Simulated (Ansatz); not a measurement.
**GeH5 (doublet): the correlation ladder at distance Ge1–H5 along a hydrogen transfer = 2.183 Å, cc-pVTZ**

Aim: climb from Hartree-Fock through coupled cluster and multireference methods for GeH5 (doublet) at one geometry and basis, and see what each rung misses.

Method: cc-pVTZ, core rule «outside noble gas», up to 14 orbitals frozen; program: Ansatz 0.2.0, Gaussian basis.

Plan: UHF; CCSD(T) on ROHF; CCSD(T) on UHF; BCCD(T) on ROHF; CCSDT(Q) on ROHF; CCSDT(Q) on UHF; CASSCF and NEVPT2, 3 electrons in 3 orbitals; CASSCF and NEVPT2, 9 electrons in 9 orbitals.

### Step 1. The system

The geometry derives from fragments relaxed apart (PBE0/def2-TZVP) and kept rigid, so it is no stationary point. A hydrogen atom is moved between rigid fragments. No spin-orbit coupling is included. The filled d shell of Ge may be among the frozen orbitals whatever the setting's name suggests; the logs give the count.

6 atoms, charge 0, spin multiplicity 2.

Atoms are counted from 1 here; the program's logs count them from 0.

Bond lengths: Ge1–H2 1.534 Å, Ge1–H3 1.534 Å, Ge1–H4 1.534 Å, H5–H6 0.745 Å. Angles: H2–Ge1–H3 109.5°, H2–Ge1–H4 109.5°, H3–Ge1–H4 109.5°.

In the tables R marks a restricted open-shell determinant and U an unrestricted one; 'pair' is the active space of 3 electrons in 3 orbitals; 'valence' is the active space of 9 electrons in 9 orbitals; correlation energies count from the lowest restricted Hartree-Fock solution.

### Step 2. UHF

The input, in.yaml:

```yaml
crystal:
  periodic: [false, false, false]
  atoms:
    - {symbol: Ge, position_ang: [-0.046409, 0.000000, 0.000000]}
    - {symbol: H, position_ang: [-0.557859, 1.446599, 0.000000]}
    - {symbol: H, position_ang: [-0.557859, -0.723300, 1.252791]}
    - {symbol: H, position_ang: [-0.557859, -0.723299, -1.252792]}
    - {symbol: H, position_ang: [2.136591, 0.000000, 0.000000]}
    - {symbol: H, position_ang: [2.881591, 0.000000, 0.000000]}
basis:
  gaussian: {orbitals: cc-pVTZ}
magnetization: {spin_polarized: true, initial_magnetization: 1}
hamiltonian: {xc: hf}
output: {orbitals: {seedname: orbitals}}
```

Launch:

```sh
$ ansatz run in.yaml --threads 1 --pin off --events-out ev --progress --plain --max-ram 2816MiB --backend cpu
```

After this run come: CCSD(T) on ROHF; CCSD(T) on UHF; BCCD(T) on ROHF; CCSDT(Q) on ROHF; CCSDT(Q) on UHF; CASSCF and NEVPT2, 3 electrons in 3 orbitals; CASSCF and NEVPT2, 9 electrons in 9 orbitals.

Before running them: what should the planned runs give, taken together? Wanted: correlation energy, UCCSDT(Q); RMP2 from UCCSDT(Q); UMP2 from UCCSDT(Q); RCCSD from UCCSDT(Q); RCCSD(T) from UCCSDT(Q); UCCSD(T) from UCCSDT(Q); RCCSDT(Q) from UCCSDT(Q); NEVPT2 pair from UCCSDT(Q); NEVPT2 valence from UCCSDT(Q).

The runs gave:

| quantity | value |
| --- | --- |
| correlation energy, UCCSDT(Q) | -5.1535 eV |
| RMP2 from UCCSDT(Q) | +98.2 kJ/mol |
| UMP2 from UCCSDT(Q) | +97.7 kJ/mol |
| RCCSD from UCCSDT(Q) | +13.0 kJ/mol |
| RCCSD(T) from UCCSDT(Q) | +2.8 kJ/mol |
| UCCSD(T) from UCCSDT(Q) | +2.3 kJ/mol |
| RCCSDT(Q) from UCCSDT(Q) | +0.5 kJ/mol |
| NEVPT2 pair from UCCSDT(Q) | +97.9 kJ/mol |
| NEVPT2 valence from UCCSDT(Q) | +93.5 kJ/mol |
| levels of the table within 1 kcal/mol (43 meV) | RCCSD(T), UCCSD(T), BCCD(T), RCCSDT, UCCSDT, RCCSDT(Q) |
| T1 diagnostic | 0.017 |
| effectively unpaired electrons | 1.02 |

**Reading.** RCCSD(T) lands +2.8 kJ/mol from the yardstick (0.6 % of the correlation energy). One determinant dominates. Of the multireference levels listed NEVPT2 valence comes nearest in total energy (+93.5 kJ/mol), which doesn't show that its space is the better one. These misses are within one basis, not against nature; the frozen cores of restricted and unrestricted runs differ, which can shift their rows.
